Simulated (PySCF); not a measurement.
Molecule: NGaF2H2, in a box.

```
N Ga F H
1.0
    12.00000    0.00000    0.00000
     0.00000   13.00000    0.00000
     0.00000    0.00000   11.00000
N Ga F H
1 1 2 2
Direct
  0.45606 0.58970 0.47674
  0.50454 0.46055 0.49626
  0.62127 0.43083 0.58314
  0.44291 0.35652 0.42304
  0.48295 0.64671 0.53114
  0.38090 0.60420 0.44013
```

Base run:

- Program: PySCF 2.14.0
- Functional: PBE
- Potentials or basis: 6-31g* (all-electron)
- k mesh: 1 × 1 × 1
- Occupations: fixed
- Spin: no spin polarisation

Its results: gap between the frontier levels 4.49 eV.

Q: After a change of settings the same cell gave: gap between the frontier levels 4.44 eV. Which change was it?
A. functional from PBE to LDA
B. functional from PBE to r2SCAN50; dispersion from none to D3(BJ)
C. functional from PBE to M06; dispersion from none to D4
D. functional from PBE to M06-L; dispersion from none to D3

A: A.

Caveats: this is a molecule in a periodic box at the Γ point, so its band gap is the HOMO-LUMO gap; relativity is left out, which matters for the heavier elements; the basis of atomic orbitals isn't converged, which shifts pressures, moduli and gaps.
